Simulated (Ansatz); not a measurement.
RbMgNbO3, space group Cm, a report of symmetry and cells

With the Ansatz DFT code, driven from Python.

Interactive session:
```pycon
>>> import ansatz as az
>>> import numpy as np
>>> xtal = (
...     az.Lattice.of((4.1076, -3.22119, 0.0), (4.1076, 3.22119, 0.0), (-1.57858, 0.0, 4.97594))
...     .atom("Rb", (0.49549, 0.49549, 0.49993))
...     .atom("Mg", (0.83013, 0.83013, 0.16692))
...     .atom("Nb", (0.09262, 0.09262, 0.90485))
...     .atom("O", (0.9384, 0.9384, 0.55777))
...     .atom("O", (0.93773, 0.43897, 0.06027))
...     .atom("O", (0.43897, 0.93773, 0.06027))
... )
>>> [site.symbol for site in xtal.resolved().sites]
['Rb', 'Mg', 'Nb', 'O', 'O', 'O']
>>> built = xtal.resolved()
>>> vectors = np.array(built.lattice.vectors)
>>> print("cell vectors (A)")
cell vectors (A)
>>> print(vectors.round(4) + 0.0)
[[ 4.1076 -3.2212  0.    ]
 [ 4.1076  3.2212  0.    ]
 [-1.5786  0.      4.9759]]
>>> for index, site in enumerate(built.sites):
...     print(index, site.symbol, np.round(site.position, 4) + 0.0)
...
0 Rb [0.4955 0.4955 0.4999]
1 Mg [0.8301 0.8301 0.1669]
2 Nb [0.0926 0.0926 0.9048]
3 O [0.9384 0.9384 0.5578]
4 O [0.9377 0.439  0.0603]
5 O [0.439  0.9377 0.0603]
>>> try:
...     print({label: tuple(round(v, 4) for v in k) for label, k in az.high_symmetry_points(vectors.tolist()).items()})
... except Exception as error:
...     print("no labels:", error)
...
{'F': (-0.5806, -0.5806, 0.3388), 'F₁': (-0.4194, -0.4194, 0.6612), 'F₂': (0.4194, 0.4194, 0.3388), 'F₃': (-0.5806, 0.4194, 0.3388), 'I': (-0.6613, -0.3387, 0.5), 'I₁': (-0.3387, 0.3387, 0.5), 'L': (-0.5, -0.5, 0.5), 'M': (-0.5, 0.0, 0.5), 'N': (-0.5, 0.0, 0.0), 'N₁': (0.0, 0.5, 0.0), 'X': (-0.4192, 0.4192, 0.0), 'X₁': (-0.5808, -0.4192, 0.0), 'X₂': (0.4192, 0.5808, 0.0), 'Y': (-0.5, -0.5, 0.0), 'Y₁': (0.5, 0.5, 0.0), 'Z': (0.0, 0.0, 0.5), 'Γ': (0.0, 0.0, 0.0)}
```

The structure comes from a database and needn't be a stable phase.
